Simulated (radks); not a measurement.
**A spherical quantum dot from 8 to 13 electrons**

Which level does each new electron take in a hard-walled sphere of radius 2.7 bohr*, and at which counts is the dot hardest to charge further? Each count tries a few candidate levels and keeps the lowest.

Program: radks, version 2. Model: non-relativistic spin-polarised Kohn-Sham, LDA (Slater exchange, Perdew-Wang correlation), spherically averaged shells. All values are calculated.

## (1) What is given

```
well                     : a hard-walled sphere of radius 2.7 bohr*
functional               : LDA (Slater exchange, Perdew-Wang correlation)
levels                   : named by radial order: 1s, 1p, 1d, 2s, 1f and so on
units                    : effective atomic units, hartree* and bohr*
configuration carried in : 1s2 1p(up 3, down 2) (N = 7, energy 18.961207)
```

The runs that follow: N = 8; Electron number 9; N = 10; N = 11; 12 electrons; Electron number 13.

Q: Predict the outcome of this session. Wanted: closed shells at N; largest addition energy; most unpaired electrons; polarisability at N = 8; configuration at N = 13.

The runs gave:

| quantity | value |
| --- | --- |
| closed shells at N | 8 |
| largest addition energy | 1.22 hartree* at N = 8 (of N = 8 to 12) |
| most unpaired electrons | 5 at N = 13 |
| polarisability at N = 8 | 5.835 bohr*³ |
| configuration at N = 13 | 1s2 1p6 1d(up 5, down 0) |

**Reading.** Shells close at N = 8, and the second difference peaks there. The largest moment in range is 5, first at N = 13: exchange favours parallel spins in open shells. The model keeps every shell spherical, so real clusters and dots, which can deform, may order levels otherwise.
